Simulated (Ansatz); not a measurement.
# InH₃+ (doublet): the correlation ladder at scale of all distances = 1.123, def2-SVP

The task here is to estimate one member of a computed series from the others.

The runs use Ansatz 0.2.0, Gaussian basis; def2-SVP, core rule «outside noble gas», up to 9 orbitals frozen.

The runs, in order: UHF; CCSD(T) on ROHF; CCSD(T) on UHF; BCCD(T) on ROHF; CISD; CCSDT(Q) on ROHF; CCSDT(Q) on UHF; CASSCF and MRCISD+Q, 3 electrons in 3 orbitals; CASSCF and NEVPT2, 3 electrons in 3 orbitals; Full CI.

27 further runs of the same task are left out: 9 for a known fault of the program, 14 that didn't finish, 4 set aside as unsound or not needed.

### The system

The geometry derives from a PBE0/def2-TZVP stationary point (not a proven minimum). All distances are scaled together. No spin-orbit coupling is included. Elements past krypton take def2 core potentials.

4 atoms, charge 1, spin multiplicity 2.

Atoms are counted from 1 here; the program's logs count them from 0.

Bond lengths: In1–H3 1.874 Å, In1–H4 1.874 Å. Angles: H3–In1–H4 174.7°.

Set-up of the first run:

File in.yaml:

```yaml
crystal:
  periodic: [false, false, false]
  atoms:
    - {symbol: In, position_ang: [0.000000, -0.021101, 0.000621]}
    - {symbol: H, position_ang: [0.000000, 2.620014, -0.076853]}
    - {symbol: H, position_ang: [0.000000, -0.162038, -1.867806]}
    - {symbol: H, position_ang: [0.000000, -0.054281, 1.873922]}
basis:
  gaussian: {orbitals: def2-SVP}
total_charge: 1
magnetization: {spin_polarized: true, initial_magnetization: 1}
hamiltonian: {xc: hf}
output: {orbitals: {seedname: orbitals}}
```

Command:

```bash
$ ansatz run in.yaml --threads 1 --pin off --events-out ev --progress --plain --max-ram 2393MiB
```

Steps of the session up to this table: UHF; CCSD(T) on ROHF; CCSD(T) on UHF; BCCD(T) on ROHF; CISD; CCSDT(Q) on ROHF; CCSDT(Q) on UHF; CASSCF and MRCISD+Q, 3 electrons in 3 orbitals; CASSCF and NEVPT2, 3 electrons in 3 orbitals; Full CI.

One table of the session follows, with a row left open; its other results are not shown here.

```
       method  from FCI (kJ/mol)
         ROHF             +183.1
          UHF             +182.8
         RMP2              +53.9
         UMP2              +53.8
        RCCSD               +3.8
        UCCSD                  ?
     RCCSD(T)               +1.2
     UCCSD(T)               +1.2
      BCCD(T)               +1.1
       RCCSDT               +0.1
       UCCSDT               +0.1
    RCCSDT(Q)                0.0
    UCCSDT(Q)                0.0
  CASSCF pair             +128.6
  NEVPT2 pair              +42.5
  MRCISD pair               +3.1
MRCISD+Q pair               -2.5
          FCI                  0
```

Estimate the missing values for UCCSD.

The run gave: from FCI (kJ/mol): +3.7. In the column «from FCI (kJ/mol)» it lies between MRCISD pair (+3.1) and RCCSD (+3.8).

Not comparable, so not listed: CISD (they don't share determinant, frozen orbitals or solution with the rows shown, or repeat one).

Caveats from the session: MRCISD+Q pair falls below full CI: the +Q correction isn't variational, and the cores differ from full CI's. Levels on UHF freeze UHF's core orbitals, full CI those of ROHF, so the U rows can settle a little off it for that reason alone. Restricted and unrestricted rows rest on different reference determinants; where their highest levels disagree by more than a few hundredths of an eV, they describe different states and don't form one ladder.
